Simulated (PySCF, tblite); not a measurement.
# C₄H₉BrN₂Si: geometry, infrared bands and NMR shifts

Aim: predict the infrared bands and NMR shifts of C₄H₉BrN₂Si (`[H]/N=C\[C@@H](/N=C/C)[SiH2]Br`).

Computed with tblite 0.8.0 and PySCF 2.14.0, with density-fitted response routines of our own, on a single molecule in the gas phase. Atoms are numbered from 0 throughout.

## Step 1: The starting structure

17 atoms, charge 0, multiplicity 1; geometry from: force field or distance geometry start.

Bonds of the start (Å): C0–C1 1.50, C1–N2 1.28, N2–C3 1.45, C3–C4 1.49, C4–N5 1.27, C3–Si6 1.87, Si6–Br7 2.26, C0–H8 1.11, C0–H9 1.12, C0–H10 1.10, C1–H11 1.10, C3–H12 1.13, C4–H13 1.10, N5–H14 1.03, Si6–H15 1.50, Si6–H16 1.46.

## Step 2: Relaxing the molecule with GFN2-xTB

What the job is given:

```
{"job": {"kind": "relax", "xc": "GFN2-xTB", "basis": "xTB"}, "charge": 0, "multiplicity": 1}
C      2.901000    -0.303900     0.059300
C      1.440800    -0.138300     0.365700
N      0.522800    -0.657000    -0.351500
C     -0.829200    -0.394400     0.088600
C     -1.803200    -1.261000    -0.630700
N     -3.048800    -1.031800    -0.644900
Si    -1.190600     1.427400    -0.116400
Br     0.724000     2.566400    -0.477900
H      3.210500    -1.369300     0.049200
H      3.446200     0.208600     0.898600
H      3.175900     0.231500    -0.860200
H      1.171500     0.429900     1.268500
H     -0.852100    -0.719100     1.173300
H     -1.431100    -2.127900    -1.205200
H     -3.498600    -0.244800    -0.151000
H     -1.817000     1.867700     1.171400
H     -2.129000     1.528200    -1.230100
```

Command:

```sh
$ OMP_NUM_THREADS=1 python probes_run.py task.json out
```

The driver reads the jobs from task.json and runs them one after another.

**Question.** This job is followed by: GFN2-xTB harmonic vibrations, gas phase; GIAO PBE0/pcSseg-1 NMR shielding, non-relativistic, gas phase. Predict these results of the whole session: strongest single infrared mode (GFN2-xTB); zero-point energy (GFN2-xTB); 13C shifts against TMS (PBE0/pcSseg-1); 1H shifts against TMS (PBE0/pcSseg-1, means over atoms taken as alike); 15N shifts against NH3 (PBE0/pcSseg-1); 29Si shifts against TMS (PBE0/pcSseg-1); 79Br shifts against HBr (PBE0/pcSseg-1); surface potential, 1st and 99th percentile.

The runs gave:

| quantity | value |
| --- | --- |
| strongest single infrared mode (GFN2-xTB) | 718 cm⁻¹, 465 km/mol |
| zero-point energy (GFN2-xTB) | 77.3 kcal/mol |
| 13C shifts against TMS (PBE0/pcSseg-1) | 174.7, 165.3, 81.2, 26.7 ppm |
| 1H shifts against TMS (PBE0/pcSseg-1, means over atoms taken as alike) | 10.74, 8.27, 7.76, 5.09, 5.06, 3.81, 2.20 ppm |
| 15N shifts against NH3 (PBE0/pcSseg-1) | 356.0, 354.5 ppm |
| 29Si shifts against TMS (PBE0/pcSseg-1) | -15.8 ppm |
| 79Br shifts against HBr (PBE0/pcSseg-1) | -151 ppm |
| surface potential, 1st and 99th percentile | -1.85 V and 1.46 V |

**Reading.** Over 145 steps the energy fell by 0.802 eV; of the close pairs, C3–Si6 changed most, 1.869 to 1.919 Å. All 45 modes are real, so the xTB geometry is a minimum. The strongest single mode, at 718 cm⁻¹, moves mainly H15 and H16. GFN2-xTB is a fitted tight-binding method: band positions and strengths are rough. Its intensities can rank the bands wrongly. At PBE0/pcSseg-1: Shielding is most anisotropic at N5 (span 650 ppm, paramagnetic term -408 ppm). At PBE0/pcSseg-1, counted by nearest atom on the grid, the HOMO lies on N5 43 %; C3 11 %, the LUMO on N5 22 %; C4 21 %. Spin-orbit coupling is left out, which matters for shieldings and couplings at and beside the heavy atoms.
